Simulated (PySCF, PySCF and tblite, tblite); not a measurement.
# C9H11F: conformers and averaged spectra, part 1 of 3

Which conformers does C9H11F (`C#CC1=C[C@H](F)CCCC1`) populate, and what do their averaged NMR parameters look like?

Computed with tblite 0.8.0 (tight binding) and PySCF 2.14.0 (DFT, with response routines of our own); each step states its level. Atoms count from 0 throughout.

## 1. The starting structure

21 atoms, charge 0, multiplicity 1; geometry from: MMFF94s geometry.

Bonds of the start (Å): C0–C1 1.22, C0–H10 1.05, C1–C2 1.41, C2–C3 1.36, C2–C9 1.51, C3–C4 1.49, C3–H11 1.08, C4–C6 1.52, C4–F5 1.37, C4–H12 1.09, C6–C7 1.52, C6–H13 1.09, C6–H14 1.10, C7–C8 1.53, C7–H15 1.09, C7–H16 1.10, C8–C9 1.52, C8–H17 1.09, C8–H18 1.09, C9–H19 1.09, C9–H20 1.09.

## 2. GFN2-xTB relaxation, conformer 1

The job: settings as JSON, then the geometry in Å.

```
{"job": {"xc": "GFN2-xTB", "basis": "xTB", "kind": "relax"}, "charge": 0, "multiplicity": 1}
C      3.888500    -0.172900     0.118600
C      2.696800    -0.082200    -0.104800
C      1.307700     0.006100    -0.346500
C      0.751100     1.243200    -0.432200
C     -0.688200     1.554900    -0.672900
F     -0.849000     2.911100    -0.578100
C     -1.663900     0.927600     0.302100
C     -1.860400    -0.572500     0.132100
C     -0.639200    -1.436400     0.452700
C      0.507600    -1.264900    -0.529900
H      4.922400    -0.243000     0.308400
H      1.383500     2.107700    -0.293500
H     -0.953500     1.300800    -1.702300
H     -2.632400     1.418700     0.180900
H     -1.356500     1.151300     1.337600
H     -2.208600    -0.784900    -0.881900
H     -2.681500    -0.885600     0.795300
H     -0.308400    -1.242100     1.477000
H     -0.959300    -2.481100     0.430600
H      0.153100    -1.323000    -1.561700
H      1.181400    -2.115900    -0.401600
```

Launch:

```bash
$ OMP_NUM_THREADS=1 python ens_run.py task.json out
```

The driver reads the study from task.json and runs its stages one after another.

The program printed:

```text
step      E/eV     max force
  0    -803.67405    1.439
  1    -803.66593    3.777
  2    -803.71871    1.219
  3    -803.72680    0.911
  4    -803.73626    0.150
  5    -803.74012    0.176
  6    -803.74506    0.280
  7    -803.74715    0.155
  8    -803.74854    0.092
  9    -803.74980    0.118
 10    -803.75112    0.146
 11    -803.75231    0.102
 12    -803.75347    0.078
 13    -803.75478    0.141
 14    -803.75639    0.192
 15    -803.75805    0.149
 16    -803.75941    0.078
 17    -803.76043    0.070
 18    -803.76128    0.120
 19    -803.76209    0.108
 20    -803.76280    0.064
 21    -803.76334    0.059
 22    -803.76375    0.068
 23    -803.76409    0.060
 24    -803.76436    0.035
 25    -803.76436    0.035
 26    -803.76448    0.028
 27    -803.76472    0.044
 28    -803.76478    0.099
 29    -803.76493    0.074
 30    -803.76520    0.062
 31    -803.76538    0.046
 32    -803.76555    0.041
 33    -803.76584    0.049
 34    -803.76613    0.046
 35    -803.76639    0.044
 36    -803.76661    0.038
 37    -803.76685    0.034
 38    -803.76709    0.041
 39    -803.76730    0.032
 40    -803.76747    0.030
 41    -803.76766    0.040
 42    -803.76789    0.039
 43    -803.76814    0.040
 44    -803.76836    0.033
 45    -803.76860    0.038
 46    -803.76889    0.045
 47    -803.76922    0.048
 48    -803.76955    0.041
 49    -803.76982    0.043
 50    -803.77002    0.034
 51    -803.77016    0.025
 52    -803.77024    0.017
 53    -803.77030    0.019
 54    -803.77038    0.027
 55    -803.77049    0.028
 56    -803.77059    0.022
 57    -803.77067    0.016
 58    -803.77073    0.014
 59    -803.77080    0.020
 60    -803.77090    0.028
 61    -803.77102    0.035
 62    -803.77112    0.029
 63    -803.77119    0.018
 64    -803.77124    0.019
 65    -803.77128    0.018
 66    -803.77132    0.016
 67    -803.77136    0.014
 68    -803.77139    0.012
 69    -803.77143    0.014
 70    -803.77146    0.014
 71    -803.77149    0.013
 72    -803.77151    0.012
 73    -803.77154    0.012
 74    -803.77156    0.010
 75    -803.77158    0.010
 76    -803.77159    0.012
 77    -803.77161    0.010
 78    -803.77163    0.013
 79    -803.77166    0.012
 80    -803.77168    0.011
 81    -803.77170    0.010
 82    -803.77172    0.009
 83    -803.77173    0.007
 84    -803.77174    0.007
 85    -803.77175    0.006
 86    -803.77176    0.005
 87    -803.77176    0.004
```

Run time: 0.62 s. Hardware: 1 thread of Intel Xeon Platinum 8488C, shared host.

The energy fell by 0.098 eV, and the atoms moved 0.12 Å (root mean square).

**GFN2-xTB relaxation, conformer 2**

The job: settings as JSON, then the geometry in Å.

```
{"job": {"xc": "GFN2-xTB", "basis": "xTB", "kind": "relax"}, "charge": 0, "multiplicity": 1}
C      3.874800    -0.763100    -0.109100
C      2.683500    -0.532000    -0.054600
C      1.292700    -0.273900     0.030300
C      0.701100    -0.334900     1.230900
C     -0.746600    -0.183300     1.609600
F     -1.014800    -1.031900     2.639700
C     -1.743500    -0.519400     0.498600
C     -1.856500     0.525700    -0.598200
C     -0.547000     1.125400    -1.091200
C      0.582000     0.121100    -1.253500
H      4.907900    -0.962300    -0.163800
H      1.319500    -0.597100     2.100900
H     -0.921500     0.831700     1.994300
H     -2.730300    -0.669500     0.949500
H     -1.490400    -1.487800     0.067000
H     -2.512900     1.338500    -0.246000
H     -2.384000     0.064900    -1.447900
H     -0.746100     1.603600    -2.059900
H     -0.243100     1.938400    -0.409100
H      1.332000     0.594100    -1.913200
H      0.234500    -0.771200    -1.774800
```

The program printed:

```text
step      E/eV     max force
  0    -803.58027    1.328
  1    -803.58525    3.643
  2    -803.63084    0.987
  3    -803.64253    0.338
  4    -803.64803    0.190
  5    -803.65805    0.373
  6    -803.66053    0.200
  7    -803.66295    0.111
  8    -803.66518    0.218
  9    -803.66748    0.214
 10    -803.66910    0.124
 11    -803.67049    0.088
 12    -803.67212    0.205
 13    -803.67438    0.248
 14    -803.67651    0.168
 15    -803.67829    0.090
 16    -803.67998    0.139
 17    -803.68196    0.208
 18    -803.68411    0.187
 19    -803.68586    0.108
 20    -803.68696    0.075
 21    -803.68769    0.080
 22    -803.68833    0.076
 23    -803.68889    0.052
 24    -803.68939    0.048
 25    -803.68984    0.062
 26    -803.69021    0.059
 27    -803.69044    0.032
 28    -803.69044    0.032
 29    -803.69051    0.053
 30    -803.69059    0.059
 31    -803.69067    0.023
 32    -803.69073    0.038
 33    -803.69083    0.048
 34    -803.69089    0.029
 35    -803.69096    0.020
 36    -803.69102    0.031
 37    -803.69109    0.044
 38    -803.69118    0.035
 39    -803.69127    0.021
 40    -803.69135    0.023
 41    -803.69143    0.034
 42    -803.69150    0.028
 43    -803.69155    0.019
 44    -803.69160    0.019
 45    -803.69166    0.030
 46    -803.69172    0.031
 47    -803.69179    0.021
 48    -803.69187    0.018
 49    -803.69194    0.030
 50    -803.69202    0.030
 51    -803.69209    0.020
 52    -803.69216    0.017
 53    -803.69223    0.031
 54    -803.69230    0.031
 55    -803.69235    0.018
 56    -803.69239    0.013
 57    -803.69243    0.017
 58    -803.69246    0.018
 59    -803.69248    0.011
 60    -803.69250    0.008
 61    -803.69251    0.015
 62    -803.69254    0.019
 63    -803.69256    0.014
 64    -803.69258    0.011
 65    -803.69260    0.010
 66    -803.69261    0.016
 67    -803.69264    0.016
 68    -803.69266    0.013
 69    -803.69269    0.013
 70    -803.69271    0.013
 71    -803.69274    0.017
 72    -803.69278    0.015
 73    -803.69281    0.013
 74    -803.69283    0.011
 75    -803.69286    0.014
 76    -803.69289    0.013
 77    -803.69291    0.012
 78    -803.69293    0.010
 79    -803.69294    0.008
 80    -803.69295    0.008
 81    -803.69296    0.009
 82    -803.69297    0.007
 83    -803.69298    0.006
 84    -803.69298    0.006
 85    -803.69299    0.005
 86    -803.69299    0.006
 87    -803.69300    0.005
 88    -803.69300    0.005
 89    -803.69301    0.005
 90    -803.69301    0.005
 91    -803.69302    0.005
 92    -803.69302    0.005
 93    -803.69303    0.006
 94    -803.69303    0.015
 95    -803.69304    0.007
 96    -803.69304    0.004
```

Run time: 0.67 s. Hardware: 1 thread of Intel Xeon Platinum 8488C, shared host.

Gain 0.113 eV; displacement 0.11 Å root mean square.

## 3. GFN2-xTB relaxation, conformer 3

The job: settings as JSON, then the geometry in Å.

```
{"job": {"xc": "GFN2-xTB", "basis": "xTB", "kind": "relax"}, "charge": 0, "multiplicity": 1}
C      3.778500     0.047100    -1.064500
C      2.647200     0.084700    -0.636500
C      1.330600     0.108600    -0.103100
C      0.722400     1.315500     0.025600
C     -0.659600     1.545200     0.564000
F     -0.744800     1.191300     1.866500
C     -1.766100     0.841400    -0.222900
C     -1.834000    -0.666500     0.013100
C     -0.633400    -1.466000    -0.501500
C      0.653200    -1.192000     0.267100
H      4.759300     0.020900    -1.450800
H      1.265600     2.205100    -0.239500
H     -0.854700     2.627000     0.526100
H     -1.674200     1.051300    -1.294100
H     -2.729200     1.268800     0.109500
H     -2.738000    -1.045100    -0.491200
H     -1.989300    -0.874300     1.079000
H     -0.876300    -2.534800    -0.396900
H     -0.497900    -1.278400    -1.569500
H      1.353700    -2.015800     0.055800
H      0.478000    -1.217300     1.349600
```

The program printed:

```text
step      E/eV     max force
  0    -803.58750    1.230
  1    -803.62371    1.900
  2    -803.63229    1.883
  3    -803.64871    0.620
  4    -803.65465    0.281
  5    -803.65872    0.200
  6    -803.66430    0.218
  7    -803.66568    0.094
  8    -803.66708    0.085
  9    -803.66818    0.118
 10    -803.66927    0.091
 11    -803.67017    0.075
 12    -803.67112    0.082
 13    -803.67219    0.138
 14    -803.67329    0.126
 15    -803.67418    0.059
 16    -803.67482    0.063
 17    -803.67532    0.073
 18    -803.67581    0.081
 19    -803.67629    0.051
 20    -803.67673    0.047
 21    -803.67712    0.052
 22    -803.67746    0.053
 23    -803.67773    0.037
 24    -803.67773    0.037
 25    -803.67785    0.033
 26    -803.67802    0.100
 27    -803.67805    0.125
 28    -803.67817    0.039
 29    -803.67826    0.025
 30    -803.67841    0.059
 31    -803.67852    0.048
 32    -803.67863    0.026
 33    -803.67874    0.029
 34    -803.67886    0.045
 35    -803.67896    0.035
 36    -803.67907    0.023
 37    -803.67918    0.023
 38    -803.67928    0.039
 39    -803.67937    0.033
 40    -803.67945    0.023
 41    -803.67954    0.023
 42    -803.67965    0.039
 43    -803.67976    0.039
 44    -803.67988    0.023
 45    -803.68000    0.024
 46    -803.68014    0.045
 47    -803.68028    0.047
 48    -803.68041    0.028
 49    -803.68049    0.019
 50    -803.68054    0.018
 51    -803.68057    0.017
 52    -803.68060    0.012
 53    -803.68062    0.013
 54    -803.68064    0.015
 55    -803.68066    0.014
 56    -803.68068    0.009
 57    -803.68069    0.010
 58    -803.68070    0.012
 59    -803.68071    0.012
 60    -803.68072    0.009
 61    -803.68073    0.009
 62    -803.68074    0.012
 63    -803.68076    0.016
 64    -803.68078    0.014
 65    -803.68079    0.009
 66    -803.68081    0.009
 67    -803.68082    0.014
 68    -803.68084    0.016
 69    -803.68086    0.011
 70    -803.68088    0.011
 71    -803.68090    0.013
 72    -803.68092    0.016
 73    -803.68093    0.011
 74    -803.68094    0.005
 75    -803.68094    0.004
```

Wall time 0.53 s (1 thread of Intel Xeon Platinum 8488C, shared host).

Relaxing gained 0.093 eV and moved the atoms by 0.08 Å on average (rms).

**GFN2-xTB relaxation, conformer 4**

The job: settings as JSON, then the geometry in Å.

```
{"job": {"xc": "GFN2-xTB", "basis": "xTB", "kind": "relax"}, "charge": 0, "multiplicity": 1}
C      3.845600     0.104800     0.477700
C      2.660300     0.135600     0.208800
C      1.278400     0.151900    -0.087000
C      0.631800     1.347100    -0.042000
C     -0.816300     1.650100    -0.268700
F     -1.264500     2.411800     0.768800
C     -1.800500     0.494900    -0.434500
C     -1.649000    -0.555300     0.671500
C     -0.534900    -1.584600     0.424200
C      0.602200    -1.138600    -0.482800
H      4.873100     0.086800     0.709800
H      1.202500     2.218400     0.253800
H     -0.890800     2.293000    -1.152700
H     -1.714700     0.033000    -1.425300
H     -2.817600     0.917100    -0.361800
H     -2.603200    -1.107000     0.779200
H     -1.493700    -0.063200     1.637500
H     -0.141000    -1.907800     1.393300
H     -0.987400    -2.475600    -0.018600
H      0.264500    -1.055700    -1.519100
H      1.346400    -1.939700    -0.499300
```

The program printed:

```text
step      E/eV     max force
  0    -803.47844    1.458
  1    -803.47892    3.797
  2    -803.53116    1.354
  3    -803.54173    0.927
  4    -803.55161    0.171
  5    -803.55614    0.188
  6    -803.56247    0.326
  7    -803.56553    0.203
  8    -803.56745    0.087
  9    -803.56899    0.134
 10    -803.57053    0.165
 11    -803.57197    0.118
 12    -803.57353    0.104
 13    -803.57541    0.178
 14    -803.57756    0.192
 15    -803.57936    0.134
 16    -803.58057    0.067
 17    -803.58153    0.099
 18    -803.58258    0.138
 19    -803.58380    0.114
 20    -803.58506    0.091
 21    -803.58622    0.077
 22    -803.58729    0.126
 23    -803.58837    0.113
 24    -803.58951    0.074
 25    -803.59074    0.075
 26    -803.59198    0.139
 27    -803.59302    0.135
 28    -803.59372    0.076
 29    -803.59422    0.050
 30    -803.59473    0.090
 31    -803.59532    0.113
 32    -803.59591    0.088
 33    -803.59644    0.056
 34    -803.59700    0.072
 35    -803.59777    0.127
 36    -803.59886    0.155
 37    -803.60017    0.129
 38    -803.60153    0.088
 39    -803.60296    0.118
 40    -803.60461    0.168
 41    -803.60635    0.162
 42    -803.60781    0.101
 43    -803.60886    0.076
 44    -803.60978    0.108
 45    -803.61091    0.133
 46    -803.61218    0.109
 47    -803.61325    0.079
 48    -803.61409    0.062
 49    -803.61495    0.091
 50    -803.61589    0.089
 51    -803.61679    0.097
 52    -803.61756    0.116
 53    -803.61847    0.089
 54    -803.61990    0.101
 55    -803.62082    0.083
 56    -803.62209    0.082
 57    -803.62293    0.084
 58    -803.62384    0.079
 59    -803.62477    0.065
 60    -803.62561    0.079
 61    -803.62652    0.057
 62    -803.62749    0.077
 63    -803.62846    0.077
 64    -803.62961    0.064
 65    -803.63036    0.223
 66    -803.63076    0.275
 67    -803.63156    0.070
 68    -803.63220    0.107
 69    -803.63300    0.194
 70    -803.63392    0.117
 71    -803.63489    0.057
 72    -803.63523    0.054
 73    -803.63567    0.041
 74    -803.63595    0.041
 75    -803.63632    0.051
 76    -803.63658    0.050
 77    -803.63680    0.036
 78    -803.63680    0.036
 79    -803.63689    0.026
 80    -803.63705    0.138
 81    -803.63714    0.121
 82    -803.63727    0.042
 83    -803.63739    0.032
 84    -803.63749    0.050
 85    -803.63761    0.043
 86    -803.63778    0.030
 87    -803.63797    0.030
 88    -803.63813    0.036
 89    -803.63826    0.030
 90    -803.63838    0.027
 91    -803.63851    0.028
 92    -803.63865    0.030
 93    -803.63877    0.023
 94    -803.63888    0.023
 95    -803.63899    0.023
 96    -803.63910    0.025
 97    -803.63921    0.026
 98    -803.63930    0.024
 99    -803.63939    0.020
100    -803.63948    0.025
101    -803.63957    0.021
102    -803.63964    0.020
103    -803.63968    0.015
104    -803.63972    0.015
105    -803.63976    0.016
106    -803.63979    0.018
107    -803.63982    0.014
108    -803.63984    0.011
109    -803.63986    0.013
110    -803.63988    0.009
111    -803.63990    0.009
112    -803.63991    0.009
113    -803.63993    0.010
114    -803.63995    0.010
115    -803.63997    0.007
116    -803.63998    0.006
117    -803.63999    0.006
118    -803.64000    0.007
119    -803.64001    0.008
120    -803.64002    0.007
121    -803.64003    0.008
122    -803.64005    0.010
123    -803.64006    0.010
124    -803.64009    0.010
125    -803.64011    0.010
126    -803.64014    0.014
127    -803.64018    0.018
128    -803.64023    0.019
129    -803.64030    0.020
130    -803.64037    0.017
131    -803.64044    0.017
132    -803.64051    0.016
133    -803.64057    0.017
134    -803.64062    0.018
135    -803.64067    0.015
136    -803.64071    0.014
137    -803.64076    0.017
138    -803.64080    0.015
139    -803.64084    0.012
140    -803.64088    0.012
141    -803.64092    0.015
142    -803.64098    0.021
143    -803.64106    0.020
144    -803.64115    0.050
145    -803.64121    0.083
146    -803.64131    0.030
147    -803.64140    0.047
148    -803.64151    0.050
149    -803.64163    0.027
150    -803.64179    0.021
151    -803.64186    0.021
152    -803.64192    0.016
153    -803.64196    0.015
154    -803.64199    0.014
155    -803.64202    0.012
156    -803.64204    0.010
157    -803.64206    0.008
158    -803.64208    0.011
159    -803.64210    0.009
160    -803.64211    0.009
161    -803.64212    0.008
162    -803.64213    0.009
163    -803.64214    0.012
164    -803.64216    0.009
165    -803.64217    0.007
166    -803.64219    0.008
167    -803.64220    0.011
168    -803.64221    0.012
169    -803.64223    0.008
170    -803.64224    0.008
171    -803.64224    0.006
172    -803.64225    0.005
173    -803.64225    0.004
```

It took 1.2 s on 1 thread of Intel Xeon Platinum 8488C, shared host.

The energy fell by 0.164 eV, and the atoms moved 0.56 Å (root mean square).

(Continued in part 2 of 3.)
